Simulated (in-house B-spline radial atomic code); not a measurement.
# Sn³⁷⁺: ionisation energy by several methods

Wanted: one ionisation energy, Sn³⁷⁺ to configuration [Ne] 3s2, up the ladder of functionals.

Method: non-relativistic, several functionals, spin-polarised, exact exchange averaged over the configuration; spherical all-electron atom at the radial basis limit. Code: in-house B-spline radial atomic code version 1.

## Step 1: What is computed

| Item | Value |
| --- | --- |
| element | tin (Z = 50) |
| charge | +37 |
| electrons | 13 |
| configuration | [Ne] 3s2 3p1 |
| nucleus | point |

The outer shells:

[Ne] 3s2 3p1
```
[Ne] core
3s [↑↓]
3p [↑ ][  ][  ]
```

Where spins are not typed, each open shell is filled with up spins first.

## Step 2: HSE06, a range-separated hybrid

Settings, as recorded:

```ini
Z = 50
electrons = 13.0
configuration = [Ne] 3s2 3p1
hamiltonian = nr
method = hse06
spin_polarised = True
exact_exchange = averaged over the configuration
```

On the command line:

```sh
> python run_scf.py task.json out
```

task.json lists these runs, among others, and the program works through them in turn.

The program writes no log. Results of the run, from its result record (rounded, main fields):

```text
{
  "status": "converged",
  "scf [iteration, energy, orbital gradient]": [
    [1, -4832.09322253, 6.45],
    [2, -4860.9258137, 0.496],
    [3, -4861.07018956, 0.229],
    [4, -4861.1010734, 0.106],
    [5, -4861.10937177, 0.00821],
    [6, -4861.10942314, 6.34e-06],
    [7, -4861.10942314, 1.12e-07]
  ],
  "energy [hartree]": {"total": -4861.10942314, "kinetic": 4860.57294526, "nuclear": -10251.2154669, "coulomb": 619.129523499, "exact_exchange": -21.8661808889, "xc": -67.7302441351},
  "orbitals [hartree, bohr; first row names the columns]": [
    ["name", "occ", "eps", "<r>", "<r^2>", "<1/r>", "r_max", "density_at_nucleus", "spin_orbit_zeta"],
    ["1s up", 1.0, -1112.5956, 0.030407, 0.0012365, 49.492, 0.020141, 39001.0, "-"],
    ["1s down", 1.0, -1112.496, 0.030405, 0.0012364, 49.495, 0.02014, 39006.0, "-"],
    ["2s up", 1.0, -229.95559, 0.12914, 0.019523, 11.512, 0.11059, 4205.1, "-"],
    ["2s down", 1.0, -229.87397, 0.12909, 0.019507, 11.514, 0.1106, 4205.7, "-"],
    ["2p up", 3.0, -220.99687, 0.11004, 0.014654, 11.473, 0.086551, "-", 5.3507],
    ["2p down", 3.0, -220.8764, 0.11004, 0.014651, 11.472, 0.086584, "-", 5.3482],
    ["3s up", 1.0, -92.183806, 0.30972, 0.10886, 4.7435, 0.29444, 1066.0, "-"],
    ["3s down", 1.0, -91.783711, 0.31003, 0.10909, 4.737, 0.29449, 1062.5, "-"],
    ["3p up", 1.0, -89.073946, 0.29494, 0.10009, 4.6968, 0.27804, "-", 1.338]
  ],
  "sum_r [bohr^k]": {"-1": 205.0243, "1": 1.893956, "2": 0.4474533},
  "density_at_nucleus [bohr^-3]": 88546.33,
  "spin_density_at_nucleus [bohr^-3]": -1.6119,
  "mass_velocity [hartree]": -504.9603,
  "darwin [hartree]": 370.3319,
  "radius_at_0.001 [bohr]": 0.8157,
  "radius_enclosing_fraction [bohr]": {"0.5": 0.1117, "0.9": 0.322, "0.99": 0.5002},
  "slater [hartree]": {
    "F0(3s up,3s up)": 2.8954,
    "F0(3s up,3s down)": 2.894,
    "F0(3s up,3p up)": 2.9628,
    "G1(3s up,3p up)": 1.8955,
    "F0(3s down,3s down)": 2.8926,
    "F0(3s down,3p up)": 2.9613,
    "F0(3p up,3p up)": 3.0462,
    "F2(3p up,3p up)": 1.5368
  },
  "ionisation_energy [hartree]": 90.0964989
}
```

It took 0.31 s on 1 thread, shared host.

The run also solves the next ion with the same method; the record keeps the difference, ionisation_energy. radius_at_0.001 is where the density falls to 0.001 electrons per bohr³.

Radial density 4πr²n(r) and radial functions P(r) = rR(r):

```
r (bohr)      4πr²n  3s down    3p up
 0.00182      3.072   0.1918   0.0053
 0.00254      5.568   0.2579   0.0102
 0.00356      9.877   0.3427   0.0195
 0.00499      16.82   0.4452   0.0370
 0.00698      26.98   0.5585   0.0689
 0.00977      40.05   0.6666   0.1258
  0.0137      53.43   0.7351   0.2239
  0.0192      61.66   0.7050   0.3821
  0.0268      60.16   0.5045   0.6119
  0.0375      52.73   0.0729   0.9035
  0.0525      53.47  -0.5516   1.1725
  0.0736      67.63  -1.1225   1.2224
   0.103      70.40  -1.1604   0.7801
   0.144      43.38  -0.2833  -0.2662
   0.202      18.39   1.2006  -1.5242
   0.283      14.37   2.0762  -2.0658
   0.396      7.161   1.5797  -1.4599
   0.554     0.9068   0.5676  -0.5157
   0.775    0.01845   0.0807  -0.0747
    1.09  2.827e-05   0.0031  -0.0030
```

On the record's full grid the radial density has clear maxima near r = 0.023, 0.087 bohr.

## Step 3: TPSSh, a global hybrid

Changes to the settings of step 2:

```diff
@@ -4,3 +4,3 @@
 hamiltonian = nr
-method = hse06
+method = tpssh
 spin_polarised = True
```

Main fields:

```text
{
  "status": "converged",
  "iterations": 6,
  "energy [hartree]": {"total": -4861.48720658, "kinetic": 4860.9446181, "nuclear": -10251.570556, "coulomb": 619.32821467, "exact_exchange": -8.82126485251, "xc": -81.3682184982},
  "orbitals [hartree, bohr; first row names the columns]": [
    ["name", "occ", "eps", "<r>"],
    ["1s up", 1.0, -1111.5519, 0.0304],
    ["1s down", 1.0, -1111.4596, 0.030398],
    ["2s up", 1.0, -229.42648, 0.12914],
    ["2s down", 1.0, -229.36129, 0.12909],
    ["2p up", 3.0, -220.49048, 0.11005],
    ["2p down", 3.0, -220.38839, 0.11004],
    ["3s up", 1.0, -92.059245, 0.30963],
    ["3s down", 1.0, -91.642134, 0.31007],
    ["3p up", 1.0, -88.890461, 0.29503]
  ],
  "sum_r [bohr^k]": {"-1": 205.0314, "1": 1.894031, "2": 0.447468},
  "ionisation_energy [hartree]": 90.0771843
}
```

Wall time 0.5 s (1 thread, shared host).

Meta-GGA runs start from a PBE run whose iterations are not counted.

## Step 4: B97-1, a global hybrid

Changes to the settings of step 3:

```diff
@@ -4,3 +4,3 @@
 hamiltonian = nr
-method = tpssh
+method = b97_1
 spin_polarised = True
```

Main fields:

```text
{
  "status": "converged",
  "iterations": 7,
  "energy [hartree]": {"total": -4861.18784933, "kinetic": 4860.40086437, "nuclear": -10251.0590797, "coulomb": 619.192272011, "exact_exchange": -18.5243027474, "xc": -71.1976032353},
  "orbitals [hartree, bohr; first row names the columns]": [
    ["name", "occ", "eps", "<r>"],
    ["1s up", 1.0, -1112.0223, 0.030409],
    ["1s down", 1.0, -1111.9265, 0.030407],
    ["2s up", 1.0, -229.77147, 0.12914],
    ["2s down", 1.0, -229.70587, 0.12909],
    ["2p up", 3.0, -220.86803, 0.11003],
    ["2p down", 3.0, -220.76008, 0.11002],
    ["3s up", 1.0, -92.164111, 0.30965],
    ["3s down", 1.0, -91.744105, 0.31016],
    ["3p up", 1.0, -89.048665, 0.2949]
  ],
  "sum_r [bohr^k]": {"-1": 205.0212, "1": 1.8939, "2": 0.4474214},
  "ionisation_energy [hartree]": 90.0944508
}
```

Wall time 0.18 s (1 thread, shared host).

## Step 5: The ladder

| method | rung | total energy (hartree) | ΔSCF (eV) | −ε highest (eV) | ΔSCF less tabulated (eV) |
| --- | --- | --- | --- | --- | --- |
| TPSSh | global hybrid | -4861.4872 | 2451.13 | 2418.83 (3p up) | -47.87 |
| B97-1 | global hybrid | -4861.1878 | 2451.59 | 2423.14 (3p up) | -47.41 |
| HSE06 | range-separated hybrid | -4861.1094 | 2451.65 | 2423.83 (3p up) | -47.35 |

What this shows: Tables give 2499 ± 11 eV (semi-empirical; NIST Atomic Spectra Database) for the ionisation energy. HSE06 misses by -47.35 eV, the least, and TPSSh by -47.87 eV (1.9 %), the most. All methods miss on the same side by much the same amount, which points to something that they share. These runs lack relativity altogether, which can outweigh the gaps between the methods, so the nearest may be so by luck. These runs leave out relativity, which matters at this nuclear charge. Open shells are averaged (over orientations, and over spins where the run is restricted), while tables refer to the lowest levels.

Cost against accuracy (CPU time on one thread of a shared host; * marks runs that also wrote radial tables):

| method | CPU time | miss (eV) |
| --- | --- | --- |
| B97-1 | 0.18 s | -47.41 |
| HSE06* | 0.31 s | -47.35 |
| TPSSh* | 0.49 s | -47.87 |
